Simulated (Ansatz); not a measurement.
# C2H3F3SeZn: ionisation energy by level of theory

An exercise on one series of results from a longer session: the logs are not shown, and one member is left open.

Method: unrestricted cation, the program's frozen cores in correlated methods; program: Ansatz 0.2.0, Gaussian basis.

Plan: UKS PBE-D4/def2-TZVPP; UKS r2SCAN-D4/def2-TZVPP; UKS PBE0-D4/def2-TZVPP; UKS B3LYP-D4/def2-TZVPP; UKS wB97X-V/def2-TZVPP; UKS wB97M-V/def2-TZVPP; UKS B2PLYP (frozen core with 3s3p of Cu, Zn)/def2-TZVPP; UHF-CCSD(T) with 3s3p of Cu, Zn/def2-TZVPP; UHF-MP2 with 3s3p of Cu, Zn/def2-QZVPP; extrapolation to the limit; then −ε(HOMO) from the neutral's earlier runs with LDA (SPW92), PBE-D4, revPBE-D4, BLYP-D4, r2SCAN-D4, B97M-V, PBE0-D4, B3LYP-D4, r2SCANh-D4, r2SCAN0-D4, HSE06-D4, BHLYP-D4, CAM-B3LYP-D4, LC-ωPBE, ωB97X-V, ωB97M-V.

## Structure used throughout

The geometry comes from an earlier relaxation with PBE0-D4 in a triple-zeta def2 set; it is a stationary point, not always the lowest conformer.

10 atoms, charge 0, spin multiplicity 1.

Atoms are counted from 1 here; the program's logs count them from 0.

Bond lengths: C1–Zn2 1.934 Å, C1–H8 1.091 Å, C1–H9 1.092 Å, C1–H10 1.092 Å, Zn2–Se3 2.322 Å, Se3–C4 1.958 Å, C4–F5 1.332 Å, C4–F6 1.330 Å, C4–F7 1.352 Å. Angles: Zn2–C1–H8 110.5°, Zn2–C1–H9 110.6°, Zn2–C1–H10 109.9°, H8–C1–H9 108.7°, H8–C1–H10 108.6°, H9–C1–H10 108.6°, C1–Zn2–Se3 178.2°, Zn2–Se3–C4 92.4°, Se3–C4–F5 112.2°, Se3–C4–F6 111.3°, Se3–C4–F7 112.1°, F5–C4–F6 107.3°, F5–C4–F7 106.6°, F6–C4–F7 107.1°.

As a file:

| atom | x (Å) | y (Å) | z (Å) |
| --- | --- | --- | --- |
| C1 | 0.9798 | -2.2362 | -0.0877 |
| Zn2 | 0.7345 | -0.3619 | -0.4953 |
| Se3 | 0.4985 | 1.8861 | -1.0274 |
| C4 | -1.0333 | 2.0945 | 0.1741 |
| F5 | -2.1849 | 2.1831 | -0.4896 |
| F6 | -0.9182 | 3.1921 | 0.9161 |
| F7 | -1.1567 | 1.0514 | 1.0253 |
| H8 | 0.3968 | -2.8551 | -0.7721 |
| H9 | 2.0320 | -2.5133 | -0.1765 |
| H10 | 0.6515 | -2.4407 | 0.9332 |

Set-up of the first run:

in.yaml reads:

```yaml
crystal:
  periodic: [false, false, false]
  atoms:
    - {symbol: C, position_ang: [0.979841, -2.236225, -0.087742]}
    - {symbol: Zn, position_ang: [0.734531, -0.361919, -0.495276]}
    - {symbol: Se, position_ang: [0.498524, 1.886116, -1.027387]}
    - {symbol: C, position_ang: [-1.033317, 2.094504, 0.174076]}
    - {symbol: F, position_ang: [-2.184903, 2.183108, -0.489569]}
    - {symbol: F, position_ang: [-0.918204, 3.192146, 0.916053]}
    - {symbol: F, position_ang: [-1.156711, 1.051382, 1.025307]}
    - {symbol: H, position_ang: [0.396783, -2.855064, -0.772130]}
    - {symbol: H, position_ang: [2.031950, -2.513334, -0.176503]}
    - {symbol: H, position_ang: [0.651505, -2.440712, 0.933161]}
basis:
  gaussian: {orbitals: def2-TZVPP}
total_charge: 1
magnetization: {spin_polarized: true, initial_magnetization: 1}
hamiltonian: {xc: pbe, dispersion: d4}
```

Launch:

```bash
> ansatz run in.yaml --threads 2 --pin off --events-out ev --progress --plain --max-ram 32768MiB --backend cpu
```

Among the steps run: Cation, UKS PBE-D4/def2-TZVPP; Cation, UKS r2SCAN-D4/def2-TZVPP; Cation, UKS PBE0-D4/def2-TZVPP; Cation, UKS B3LYP-D4/def2-TZVPP; Cation, UKS wB97X-V/def2-TZVPP; Cation, UKS wB97M-V/def2-TZVPP; Cation, UKS B2PLYP (frozen core with 3s3p of Cu, Zn)/def2-TZVPP; Cation, UHF-CCSD(T) with 3s3p of Cu, Zn/def2-TZVPP; Cation, UHF-MP2 with 3s3p of Cu, Zn/def2-QZVPP.

One of the session's tables, all rows but one given; the rest of the session is left out.

It belongs to the step «Ionisation energies side by side». For comparison, −ε(HOMO) of the neutral from earlier runs:

```
  functional  −ε(HOMO) (eV)
 LDA (SPW92)           6.25
      PBE-D4           6.05
   revPBE-D4           5.98
     BLYP-D4           5.89
   r2SCAN-D4           6.35
      B97M-V           6.40
     PBE0-D4           7.25
    B3LYP-D4           7.01
  r2SCANh-D4           6.79
  r2SCAN0-D4           7.44
    HSE06-D4           6.85
    BHLYP-D4           8.29
CAM-B3LYP-D4           8.56
     LC-ωPBE              ?
     ωB97X-V           9.56
     ωB97M-V           9.43
```

**Question.** Estimate the row for LC-ωPBE.

**Answer.** −ε(HOMO) (eV): 9.92. In the column «−ε(HOMO) (eV)» it is the highest.
